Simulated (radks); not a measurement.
# Rb²⁺ in [Ar] 3d10 4s2 4p5: an all-electron calculation

The task here is to estimate one member of a computed series from the others.

The numbers are computed with radks (a radial shooting solver on a logarithmic mesh, Libxc functionals) version 1 (scalar-relativistic Kohn-Sham, B86b exchange with PBE correlation, spin-polarised, spherical densities, finite nucleus; open shells are filled with parallel spins first), except any that are marked as measured or tabulated.

## The system

* element: rubidium (Z = 37)
* charge: +2
* electrons: 35
* configuration: [Ar] 3d10 4s2 4p5
* nuclear rms radius: 4.2036 fm

The outer shells:

Rb²⁺
```
[Ar] core
3d [↑↓][↑↓][↑↓][↑↓][↑↓]
4s [↑↓]
4p [↑↓][↑↓][↑ ]
```

The first run:

The run's settings:

```text
Z 37
configuration [Ar] 3d10 4s2 4p5
relativity scalar-relativistic
functional b86_mgc,pbe
spin polarised
nucleus finite rms 4.2036 fm
c 137.035999084
```

One of the session's tables, all rows but one given; the rest of the session is left out.

It belongs to the step «Radial structure». Radial moments (bohr):

```
  level      <r>  outermost maximum (interpolated)  90 % within  nodes
  1s up  0.04029                            0.0263       0.0721      0
1s down  0.04029                            0.0263       0.0721      0
  2s up   0.1778                             0.150        0.275      1
2s down   0.1778                             0.150        0.275      1
  2p up   0.1551                             0.120        0.253      0
2p down   0.1551                             0.120        0.253      0
  3s up   0.5104                             0.451        0.758      2
3s down   0.5104                             0.451        0.758      2
  3p up        ?                                 ?            ?      ?
3p down   0.5185                             0.446        0.789      1
  3d up   0.5249                             0.393        0.855      0
3d down   0.5244                             0.393        0.854      0
  4s up    1.422                              1.25         2.08      3
4s down    1.422                              1.25         2.09      3
  4p up    1.633                              1.40         2.43      2
4p down    1.640                              1.40         2.45      2
```

**Question.** Estimate the row for 3p up.

The run gave: <r>: 0.5186; outermost maximum (interpolated): 0.446; 90 % within: 0.789; nodes: 1. In the column «<r>» it lies between 3p down (0.5185) and 3d down (0.5244).

Caveats from the session: Open shells are spherical and high-spin; term and fine-structure splittings are not resolved.
